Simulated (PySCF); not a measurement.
# The bond of SbF−, level by level

The task here is to estimate one member of a computed series from the others.

Method: Sb aug-cc-pVDZ-PP with ECP28, F aug-cc-pVDZ, scalar-relativistic core potentials; program: PySCF 2.14.0.

1 further run of the same task is left out (it didn't finish).

The first run:

The job is set up so:

- atoms: Sb, F
- charge: -1
- basis: Sb aug-cc-pVDZ-PP with ECP28, F aug-cc-pVDZ
- Hamiltonian: scalar-relativistic core potentials
- basis functions: 55
- electrons treated: 33
- masses in u: 120.9038, 18.9984
- levels: PBE0, PBE, r²SCAN, PBEsol, M06, LDA, HF, MP2, SCS-MP2
- grid: 80 radial by 434 angular points
- occupations: held fixed by the projection of orbital angular momentum
- dissociation limit: Sb + F−, each in its ground configuration
- starting distance in angstrom: 2.080
- values of 2S to try: 1, 3

Launch:

```console
$ OMP_NUM_THREADS=1 python dia.py task.json out
```

Among the steps run: Input; The PBE0 curve of the state that the search chose; Higher solutions at PBE0; PBE (GGA); r²SCAN (meta-GGA); PBEsol; M06; LDA (local density); UHF.

One of the session's tables, all rows but one given; the rest of the session is left out.

```
      level  Re (Å)  ωe (cm⁻¹)  De (eV)
        UHF   2.012        509     1.08
    UHF-MP2   2.040        488     1.34
UHF-SCS-MP2   2.043        483     1.40
        LDA   2.026        496     2.42
        PBE       ?          ?        ?
     PBEsol   2.044        479     2.07
     r²SCAN   2.038        483     1.85
       PBE0   2.036        488     1.81
        M06   2.048        473     2.20
```

**Question.** Estimate the row for PBE.

The run gave: Re (Å): 2.066; ωe (cm⁻¹): 459; De (eV): 1.89. In the column «Re (Å)» it is the highest.

De is counted to Sb + F− in their ground configurations.

Caveats from the session: At some levels the lowest empty orbital lies below the highest filled one (the two can be of opposite spin).
